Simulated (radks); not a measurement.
# Valence configurations of Au⁺

Aim: which of several valence configurations of Au⁺ lies lowest at this level, and whether it is the one NIST lists ([Xe] 4f14 5d10).

Method: Dirac Kohn-Sham, PBEsol, spin-unpolarised, spherical densities, finite nucleus; open shells fill j = l - 1/2 first. Code: radks (a radial shooting solver on a logarithmic mesh, Libxc functionals) version 1.

## (1) What is computed

- element: gold (Z = 79)
- charge: +1
- electrons: 78
- configuration: [Xe] 4f14 5d10
- nuclear rms radius: 5.4371 fm
- others tried: 4f14 5d9 6s1; 4f14 5d9.5 6p0.5; 4f13 5d9.5 6s1 6p0.5; 4f14 5d8 6p2; 4f13 5d8 6s1 6p2; 4f13 5d10 6p1; 4f13.5 5d10 6p0.5; 4f12 5d9.5 6s2 6p0.5; 4f13 5d8 6p3

## (2) [Xe] 4f14 5d10

Input:

```text
Z 79
configuration [Xe] 4f14 5d10
relativity Dirac
functional pbe_sol,pbe_sol
spin unpolarised
j_filling energy
nucleus finite rms 5.4371 fm
c 137.035999084
```

## (3) [Xe] 4f14 5d9 6s1

Changes since step 2:

```diff
@@ -1,3 +1,3 @@
 Z 79
-configuration [Xe] 4f14 5d10
+configuration [Xe] 4f14 5d9 6s1
 relativity Dirac
```

## (4) [Xe] 4f14 5d9.5 6p0.5

Changes since step 3:

```diff
@@ -1,3 +1,3 @@
 Z 79
-configuration [Xe] 4f14 5d9 6s1
+configuration [Xe] 4f14 5d9.5 6p0.5
 relativity Dirac
```

## (5) [Xe] 4f13 5d9.5 6s1 6p0.5

Changes since step 4:

```diff
@@ -1,3 +1,3 @@
 Z 79
-configuration [Xe] 4f14 5d9.5 6p0.5
+configuration [Xe] 4f13 5d9.5 6s1 6p0.5
 relativity Dirac
```

## (6) [Xe] 4f14 5d8 6p2

Changes since step 5:

```diff
@@ -1,3 +1,3 @@
 Z 79
-configuration [Xe] 4f13 5d9.5 6s1 6p0.5
+configuration [Xe] 4f14 5d8 6p2
 relativity Dirac
```

## (7) [Xe] 4f13 5d8 6s1 6p2

Changes since step 6:

```diff
@@ -1,3 +1,3 @@
 Z 79
-configuration [Xe] 4f14 5d8 6p2
+configuration [Xe] 4f13 5d8 6s1 6p2
 relativity Dirac
```

## (8) [Xe] 4f13 5d10 6p1

Changes since step 7:

```diff
@@ -1,3 +1,3 @@
 Z 79
-configuration [Xe] 4f13 5d8 6s1 6p2
+configuration [Xe] 4f13 5d10 6p1
 relativity Dirac
```

## (9) [Xe] 4f13.5 5d10 6p0.5

Changes since step 8:

```diff
@@ -1,3 +1,3 @@
 Z 79
-configuration [Xe] 4f13 5d10 6p1
+configuration [Xe] 4f13.5 5d10 6p0.5
 relativity Dirac
```

## (10) [Xe] 4f12 5d9.5 6s2 6p0.5

Changes since step 9:

```diff
@@ -1,3 +1,3 @@
 Z 79
-configuration [Xe] 4f13.5 5d10 6p0.5
+configuration [Xe] 4f12 5d9.5 6s2 6p0.5
 relativity Dirac
```

## (11) [Xe] 4f13 5d8 6p3

Changes since step 10:

```diff
@@ -1,3 +1,3 @@
 Z 79
-configuration [Xe] 4f12 5d9.5 6s2 6p0.5
+configuration [Xe] 4f13 5d8 6p3
 relativity Dirac
```

What does the calculation give? Wanted: for each run, valence; E − E(NIST configuration); highest level; its energy; 1s shift.

The runs gave:

```tsv
valence	E − E(NIST configuration) (eV)	highest level	its energy (eV)	1s shift (eV)
4f14 5d10	0.000	5d5/2	-14.759	+0.00
4f14 5d9 6s1	2.075	6s1/2	-14.375	-3.15
4f14 5d9.5 6p0.5	3.916	6p1/2	-8.188	-2.24
4f14 5d8 6p2	18.677	6p1/2	-10.328	-9.17
4f13.5 5d10 6p0.5	41.956	6p1/2	-8.204	-8.26
4f13 5d9.5 6s1 6p0.5	86.496	6p1/2	-9.023	-17.84
4f13 5d10 6p1	87.582	6p1/2	-8.991	-16.78
4f13 5d8 6s1 6p2	105.72	6p1/2	-11.155	-25.34
4f13 5d8 6p3	114.83	6p3/2	-10.328	-27.21
4f12 5d9.5 6s2 6p0.5	183.27	6p1/2	-9.898	-34.46
```

In words: Theory agrees with NIST among these: the next, 4f14 5d9 6s1, lies 2.075 eV higher. The energies are those of spherical spin-averaged densities, not of single terms. The 1s eigenvalue shifts by up to 34.46 eV as the valence charge is rearranged.
